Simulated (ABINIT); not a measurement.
# InSb3 (Fm-3m) in ABINIT: further runs

The runs below take InSb3 through band structure, with PBEsol, LDA.

Everything below comes from runs of ABINIT 10.8.3 (patched build). Logs are shortened: lines on timing, memory, paths and dates and some standing lists are left out, and cuts for length are marked. The log counts tension as positive stress, the text compression.

## Step 1: The crystal as given

The structure is cubic, space group Fm-3m (No. 225). Conventional cell: a = 7.589 Å, b = 7.589 Å, c = 7.589 Å, α = 90.00°, β = 90.00°, γ = 90.00°. Around Sb (site symmetry m-3m) lie 8 Sb at 3.29 Å. Sb (site symmetry -43m) is surrounded by 4 In at 3.29 Å and 4 Sb at 3.29 Å. In (site symmetry m-3m) is surrounded by 8 Sb at 3.29 Å.

The cell comes from a database or a generator and needn't be the stable form of this composition.

## Step 2: Band structure, PBEsol

run.abi reads:

```
# Datasets: ground state, then fixed potential
ndtset 2

# Pseudopotentials
pp_dirpath "./"
pseudos "Sb.upf, In.upf"

# Structure
acell 10.140858362 10.140858362 10.140858362
rprim
     0.0000000000     0.7071067812     0.7071067812
     0.7071067812     0.0000000000     0.7071067812
     0.7071067812     0.7071067812     0.0000000000
ntypat 2
znucl 51 49
natom 4
typat 1 1 1 2
xred
     0.5000000000     0.5000000000     0.5000000000
     0.7500000000     0.7500000000     0.7500000000
     0.2500000000     0.2500000000     0.2500000000
     0.0000000000     0.0000000000     0.0000000000

# Plane-wave basis
ecut 40.0

# Exchange and correlation
ixc -116133

# Bands and occupations
occopt 3
tsmear 0.05 eV

# SCF cycle
nstep 100

# Output
iomode 3
prtwf 0
prteig 0
prtebands 0
enunit 1
prtden1 1

# Dataset 1
kptopt1 1
ngkpt1 6 6 6
nshiftk1 1
shiftk1 0.0 0.0 0.0
nband1 35
tolvrs1 1.0e-10

# Dataset 2: bands along G-X-W-K-G-L-U-W-L-K
iscf2 -2
getden2 1
nband2 41
nbdbuf2 4
tolwfr2 1.0e-11
kptopt2 -9
ndivsm2 8
prteig2 1
prtvol2 -3
kptbounds2
     0.0000000000     0.0000000000     0.0000000000
     0.5000000000     0.0000000000     0.5000000000
     0.5000000000     0.2500000000     0.7500000000
     0.3750000000     0.3750000000     0.7500000000
     0.0000000000     0.0000000000     0.0000000000
     0.5000000000     0.5000000000     0.5000000000
     0.6250000000     0.2500000000     0.6250000000
     0.5000000000     0.2500000000     0.7500000000
     0.5000000000     0.5000000000     0.5000000000
     0.3750000000     0.3750000000     0.7500000000
```

Potentials or basis: PseudoDojo NC SR PBEsol v0.4.1 standard.

On the command line:

```sh
$ mpirun --bind-to none -np 4 abinit run.abi > log 2>&1
```

run.abo:

```text
.Version 10.8.3 of ABINIT
 DATASET    1 : space group Fm -3 m (#225); Bravais cF (face-center cubic)
================================================================================
 Values of the parameters that define the memory need for DATASET  1.
     intxc =       0    ionmov =       0      iscf =       7    lmnmax =       6
     lnmax =       6     mgfft =      60  mpssoang =       3    mqgrid =    3001
     natom =       4  nloc_mem =       1    nspden =       1   nspinor =       1
    nsppol =       1      nsym =      48    n1xccc =    2501    ntypat =       2
    occopt =       3   xclevel =       2
       mpw =        8972          nfft =      216000          nkpt =          16
================================================================================
================================================================================

 DATASET    2 : space group Fm -3 m (#225); Bravais cF (face-center cubic)
================================================================================
 Values of the parameters that define the memory need for DATASET  2.
     intxc =       0    ionmov =       0      iscf =      -2    lmnmax =       6
     lnmax =       6     mgfft =      60  mpssoang =       3    mqgrid =    3001
     natom =       4  nloc_mem =       1    nspden =       1   nspinor =       1
    nsppol =       1      nsym =      48    n1xccc =    2501    ntypat =       2
    occopt =       3   xclevel =       2
       mpw =        8964          nfft =      216000          nkpt =         139
================================================================================
================================================================================

--------------------------------------------------------------------------------
------------- Echo of variables that govern the present computation ------------
--------------------------------------------------------------------------------
 -outvars: echo values of preprocessed input variables --------
            acell      1.0140858362E+01  1.0140858362E+01  1.0140858362E+01 Bohr
              amu      1.21753000E+02  1.14820000E+02
             ecut      4.00000000E+01 Hartree
           enunit           1
           getden1          0
           getden2          1
             iscf1          7
             iscf2         -2
              ixc     -116133
           jdtset        1    2
           kptopt1          1
           kptopt2         -9
         kptrlatt        6    0    0      0    6    0      0    0    6
          kptrlen1     6.08451502E+01
          kptrlen2     3.00000000E+01
[... 2236 lines left out ...]
 Mean square residual over all n,k,spin=   61.162E-13; max=  99.979E-13
 reduced coordinates (array xred) for    4 atoms
       0.500000000000      0.500000000000      0.500000000000
       0.750000000000      0.750000000000      0.750000000000
       0.250000000000      0.250000000000      0.250000000000
       0.000000000000      0.000000000000      0.000000000000

 cartesian coordinates (angstrom) at end:
    1      3.79455499749430     3.79455499749430     3.79455499749430
    2      5.69183249624145     5.69183249624145     5.69183249624145
    3      1.89727749874715     1.89727749874715     1.89727749874715
    4      0.00000000000000     0.00000000000000     0.00000000000000
 length scales= 10.140858362000 10.140858362000 10.140858362000 bohr
              =  5.366311140525  5.366311140525  5.366311140525 angstroms
 Eigenvalues (   eV  ) for nkpt= 139  k points:
 kpt#   1, nband= 41, wtk=  1.00000, kpt=  0.0000  0.0000  0.0000 (reduced coord)
 -21.86943  -21.86943  -21.86943  -21.86773  -21.86773  -21.65553  -21.65553  -21.65219
 -21.65219  -21.65219  -21.63565  -21.63565  -21.63565  -21.62840  -21.62840   -7.12940
  -7.12940   -7.12940   -7.09906   -7.09906   -4.84963   -0.38762    0.62274    4.93691
   4.93691    4.93691    5.00280    5.02404    5.02404    5.02404    6.69928    6.69928
   6.69928   10.87764   10.87764   14.07169   14.07169   14.07169   19.27068   19.28533
  19.29879
 kpt#   2, nband= 41, wtk=  1.00000, kpt=  0.0217  0.0000  0.0217 (reduced coord)
 -21.86944  -21.86944  -21.86941  -21.86771  -21.86771  -21.65554  -21.65545  -21.65218
 -21.65213  -21.65213  -21.63567  -21.63567  -21.63567  -21.62848  -21.62840   -7.12951
  -7.12935   -7.12935   -7.09910   -7.09905   -4.84497   -0.39301    0.61293    4.78406
   4.78406    4.95186    4.96446    5.03762    5.17324    5.17324    6.71720    6.71720
   6.72116   10.88184   10.91369   14.04135   14.05236   14.05236   19.12772   19.14166
  19.28294
 kpt#   3, nband= 41, wtk=  1.00000, kpt=  0.0435  0.0000  0.0435 (reduced coord)
 -21.86950  -21.86950  -21.86935  -21.86771  -21.86767  -21.65557  -21.65525  -21.65217
 -21.65199  -21.65199  -21.63578  -21.63578  -21.63576  -21.62874  -21.62841   -7.12984
[... 942 lines left out ...]
 kpt# 138, nband= 41, wtk=  1.00000, kpt=  0.3839  0.3839  0.7321 (reduced coord)
 -21.87238  -21.87092  -21.86781  -21.86587  -21.86519  -21.65276  -21.65032  -21.64922
 -21.64734  -21.64435  -21.64380  -21.63783  -21.63640  -21.63609  -21.63366   -7.14364
  -7.12684   -7.11883   -7.10809   -7.09907   -2.61847   -2.30774   -1.57629    1.22407
   2.72110    4.72823    5.68802    6.57383    7.29860    8.27139    8.56544    9.98878
  10.35506   11.94295   12.20879   12.37381   14.49411   14.85380   15.37160   15.52151
  16.19055
 kpt# 139, nband= 41, wtk=  1.00000, kpt=  0.3750  0.3750  0.7500 (reduced coord)
 -21.87244  -21.87111  -21.86756  -21.86589  -21.86514  -21.65337  -21.65052  -21.64907
 -21.64726  -21.64440  -21.64373  -21.63786  -21.63639  -21.63606  -21.63307   -7.14472
  -7.12583   -7.11857   -7.10860   -7.09884   -2.52815   -2.36797   -1.59554    1.20021
   2.66928    4.51062    5.85136    6.66829    7.42996    8.33078    8.68466    9.92732
  10.40815   11.86163   12.10391   12.38904   14.33131   14.77549   15.23877   15.34581
  16.30549

== END DATASET(S) ==============================================================
================================================================================

 -outvars: echo values of variables after computation  --------
            acell      1.0140858362E+01  1.0140858362E+01  1.0140858362E+01 Bohr
           etotal1    -3.3862360630E+02
            fcart1    -1.8335360958E-31 -3.6670721917E-32  1.4668288767E-31
                      -1.1001216575E-31 -2.5669505342E-31  5.1339010683E-31
                       6.9674371642E-31  2.5669505342E-31 -8.8009732600E-31
                      -4.0337794108E-31  3.6670721917E-32  2.2002433150E-31
            rprim      0.0000000000E+00  7.0710678120E-01  7.0710678120E-01
                       7.0710678120E-01  0.0000000000E+00  7.0710678120E-01
                       7.0710678120E-01  7.0710678120E-01  0.0000000000E+00
           strten1     1.0569983226E-04  1.0569983226E-04  1.0569983226E-04
                       0.0000000000E+00  0.0000000000E+00  0.0000000000E+00
           xangst      3.7945549975E+00  3.7945549975E+00  3.7945549975E+00
                       5.6918324962E+00  5.6918324962E+00  5.6918324962E+00
                       1.8972774987E+00  1.8972774987E+00  1.8972774987E+00
                       0.0000000000E+00  0.0000000000E+00  0.0000000000E+00
             xred      5.0000000000E-01  5.0000000000E-01  5.0000000000E-01
                       7.5000000000E-01  7.5000000000E-01  7.5000000000E-01
                       2.5000000000E-01  2.5000000000E-01  2.5000000000E-01
                       0.0000000000E+00  0.0000000000E+00  0.0000000000E+00
 Calculation completed.
```

Wall time 6.7 min (4 MPI ranks of Intel Xeon 6975P-C (Granite Rapids), shared host); peak memory 1.2 GiB.

What came out:

```
Free energy                                           : -9214.4177 eV
Pressure                                              : -3.1 GPa
Band gap on the k mesh                                : none (metal or under the smearing width)
Valence electrons inside the program's atomic spheres : Sb 11.19, 11.20; In 9.91
```

Levels at the corners of the path, in eV from the Fermi level:
| point | band 26 | band 27 | band 28 | band 29 | band 30 | band 31 | band 32 | band 33 | band 34 | band 35 |
| --- | --- | --- | --- | --- | --- | --- | --- | --- | --- | --- |
| Γ | -2.57 | -2.51 | -2.49 | -2.49 | -2.49 | -0.81 | -0.81 | -0.81 | 3.37 | 3.37 |
| X | -5.17 | 0.21 | 0.81 | 0.81 | 1.11 | 1.63 | 1.69 | 1.69 | 3.97 | 4.94 |
| W | -3.11 | -2.61 | -2.20 | 1.08 | 1.27 | 1.88 | 1.88 | 3.27 | 3.97 | 3.97 |
| K | -3.00 | -1.66 | -0.84 | -0.08 | 0.82 | 1.18 | 2.42 | 2.90 | 4.35 | 4.59 |
| Γ | -2.57 | -2.51 | -2.49 | -2.49 | -2.49 | -0.81 | -0.81 | -0.81 | 3.37 | 3.37 |
| L | -3.52 | -2.72 | -2.72 | -0.37 | -0.22 | 1.82 | 1.82 | 2.94 | 2.94 | 3.37 |
| U | -3.00 | -1.66 | -0.84 | -0.08 | 0.82 | 1.18 | 2.42 | 2.90 | 4.35 | 4.59 |
| W | -3.11 | -2.61 | -2.20 | 1.08 | 1.27 | 1.88 | 1.88 | 3.27 | 3.97 | 3.97 |
| L | -3.52 | -2.72 | -2.72 | -0.37 | -0.22 | 1.82 | 1.82 | 2.94 | 2.94 | 3.37 |
| K | -3.00 | -1.66 | -0.84 | -0.08 | 0.82 | 1.18 | 2.42 | 2.90 | 4.35 | 4.59 |

Caveat: spin-orbit coupling is left out, which moves the levels of the heavy elements.

## Step 3: Band structure, LDA

run.abi: that of step 2 with these lines changed.

```diff
@@ -5,3 +5,3 @@
 pp_dirpath "./"
-pseudos "Sb.upf, In.upf"
+pseudos "Sb.LDA_PW-JTH.xml, In.LDA_PW-JTH.xml"
 
@@ -24,6 +24,7 @@
 # Plane-wave basis
-ecut 40.0
+ecut 22.0
+pawecutdg 44.0
 
 # Exchange and correlation
-ixc -116133
+ixc 7
 
@@ -50,3 +51,3 @@
 nband1 35
-tolvrs1 1.0e-10
+tolvrs1 1.0e-9
```

Potentials or basis: JTH PAW LDA v2.0.

On the command line:

```sh
$ mpirun --bind-to none -np 4 abinit run.abi > log 2>&1
```

Run time: 2.2 min. Hardware: 4 MPI ranks of Intel Xeon 6975P-C (Granite Rapids), shared host; peak memory 0.76 GiB.

It converged, with:

```
Free energy                                           : -8340.7928 eV
Pressure                                              : -4.2 GPa
Band gap on the k mesh                                : none (metal or under the smearing width)
Valence electrons inside the program's atomic spheres : Sb 12.38, 12.41; In 11.11
```

Levels at the corners of the path, in eV from the Fermi level:
| point | band 28 | band 29 | band 30 | band 31 | band 32 | band 33 |
| --- | --- | --- | --- | --- | --- | --- |
| Γ | -2.44 | -2.44 | -2.44 | -0.79 | -0.79 | -0.79 |
| X | 0.81 | 0.81 | 1.05 | 1.59 | 1.68 | 1.68 |
| W | -2.21 | 1.07 | 1.25 | 1.87 | 1.87 | 3.22 |
| K | -0.86 | -0.05 | 0.84 | 1.16 | 2.38 | 2.87 |
| Γ | -2.44 | -2.44 | -2.44 | -0.79 | -0.79 | -0.79 |
| L | -2.67 | -0.39 | -0.27 | 1.83 | 1.83 | 2.97 |
| U | -0.86 | -0.05 | 0.84 | 1.16 | 2.38 | 2.87 |
| W | -2.21 | 1.07 | 1.25 | 1.87 | 1.87 | 3.22 |
| L | -2.67 | -0.39 | -0.27 | 1.83 | 1.83 | 2.97 |
| K | -0.86 | -0.05 | 0.84 | 1.16 | 2.38 | 2.87 |

Caveat: spin-orbit coupling is left out, which moves the levels of the heavy elements.
